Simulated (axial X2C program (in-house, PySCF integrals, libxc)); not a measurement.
**A two-component session on SrFe: properties at the nuclei**

Aim: properties at the nuclei of SrFe, with spin–orbit coupling in the Hamiltonian from the start.

Computed with an in-house X2C program for linear molecules on PySCF integrals. Level: two-component X2C with atomic mean-field terms, Sr dyall-cv3z, Fe dyall-cv3z.

All values are calculated.

## Step 1: Input

task.json reads:

```json
{
 "zs": [
  38,
  26
 ],
 "q": 0,
 "bas": [
  "dyall-cv3z",
  "dyall-cv3z"
 ],
 "r0": 3.01,
 "levels": [
  "PBE0",
  "HF",
  "PBE",
  "r2SCAN",
  "B3LYP"
 ],
 "nst": 3
}
```

Keys: zs atomic numbers; q charge; bas basis sets; r0 starting distance in Å; levels methods (HF also brings MP2); nst determinants followed.

On the command line:

```console
> python soeom.py task.json out
```

The runs that follow: Expectation values, lowest determinant; Expectation values, a higher determinant; Expectation values, a higher determinant.

Q: Predict the outcome of this session. Wanted: lowest determinant; Eeff magnitude; Ws magnitude Sr; A∥/gI Sr; qzz Sr; higher determinant (for each run or level that gives them).

The runs gave:

```
                                        quantity                                                         value
                              lowest determinant  Ω = 2 (excess of +ω over −ω: 2 × ω = 1/2, ω = -3/2, ω = 5/2)
                    Eeff magnitude (GV/cm), PBE0                                                           2.1
                     Ws magnitude Sr (kHz), PBE0                                                         0.566
                            A∥/gI Sr (MHz), PBE0                                                           325
                             qzz Sr (a.u.), PBE0                                                         -0.81
                              higher determinant                Ω = 4 (excess of +ω over −ω: ω = 3/2, ω = 5/2)
Eeff magnitude (GV/cm), PBE0, higher determinant                                                          2.21
 Ws magnitude Sr (kHz), PBE0, higher determinant                                                         0.272
        A∥/gI Sr (MHz), PBE0, higher determinant                                                           145
         qzz Sr (a.u.), PBE0, higher determinant                                                         -1.06
                              higher determinant   Ω = 5 (excess of +ω over −ω: 2 × ω = 1/2, ω = 3/2, ω = 5/2)
Eeff magnitude (GV/cm), PBE0, higher determinant                                                           2.1
 Ws magnitude Sr (kHz), PBE0, higher determinant                                                         0.223
        A∥/gI Sr (MHz), PBE0, higher determinant                                                           131
         qzz Sr (a.u.), PBE0, higher determinant                                                         -0.82
```

What this shows: In the first state, the effective field runs from 1.8 to 2.23 GV/cm over the mean-field levels. The expectation values come from single determinants, which for open shells can mix terms of unlike spin or miss the lowest Ω, so a determinant need not be a state. Eeff is the effective electric field on the electron dipole moment in this Ω state and Ws the scalar–pseudoscalar constant (defined with the proton number Z and per Ω); A∥ is the parallel hyperfine constant, which follows by multiplying with the nuclear g factor gI = μI/(I μN); qzz is the electric field gradient, eQq0 = 234.96 MHz × Q/barn × qzz; μ is positive if Fe is the positive end. The operators were transformed with the bare-nucleus X2C matrices.
